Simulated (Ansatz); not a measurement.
# Si2W: the cost of one run

Computed with Ansatz 0.2.0 (DFT PBE, scalar-relativistic, plane waves, PAW, unless a step's input says otherwise).

2 further runs of the same task are left out: 2 set aside as unsound or not needed.

## 1. Starting point

The structure is tetragonal, space group I4/mmm (No. 139). The conventional cell has a = 3.229 Å, b = 3.229 Å, c = 7.874 Å, α = 90.00°, β = 90.00°, γ = 90.00°. Si (site symmetry 4mm) has 5 Si at 2.61 to 2.64 Å and 5 W at 2.63 Å as nearest neighbours. W (site symmetry 4/mmm) is surrounded by 10 Si at 2.63 Å.

As a file:

```cif
data_structure
_symmetry_space_group_name_H-M 'I4/mmm'
_symmetry_Int_Tables_number 139
_cell_length_a 3.2287
_cell_length_b 3.2287
_cell_length_c 7.8738
_cell_angle_alpha 90.000
_cell_angle_beta 90.000
_cell_angle_gamma 90.000
_cell_volume 82.08
loop_
_atom_site_label
_atom_site_type_symbol
_atom_site_symmetry_multiplicity
_atom_site_Wyckoff_symbol
_atom_site_fract_x
_atom_site_fract_y
_atom_site_fract_z
_atom_site_occupancy
Si1 Si 4 e 0.00000 0.00000 0.33444 1
W1 W 2 a 0.00000 0.00000 0.00000 1
```

It is the result of an earlier relaxation at this level (volume 13.68 Å³/atom; gap on the mesh: none (metal)).

## 2. Zone-centre modes

Input file input.yaml:

```yaml
crystal:
  lattice:
    - [-1.61434745, 1.61434745, 3.9368916866]
    - [1.61434745, -1.61434745, 3.9368916866]
    - [1.61434745, 1.61434745, -3.9368916866]
  atoms:
    - { symbol: Si, position: [0.3344393373, 0.3344393373, 0.0] }
    - { symbol: Si, position: [0.6655606627, 0.6655606627, 0.0] }
    - { symbol: W, position: [0.0, 0.0, 0.0] }
basis:
  ecutwfc: 420
kpoints:
  mp_grid: { grid: [18, 18, 18] }
hamiltonian:
  xc: pbe
scf:
  occupations: { method: fermi_dirac, width: 0.15 }
output:
  eigenvalues: true
phonons:
  method: dfpt
  eigenvectors: true
```

Launch:

```bash
ansatz run input.yaml --threads 1 --pin off --max-ram 2560MiB --backend cpu --events-out ev --progress --plain --runs-dir out
```

Q: Estimate wall time and peak memory on 1 thread of Arm Neoverse V1, shared host.

About 5.3 min, with a peak of 1.7 GiB.
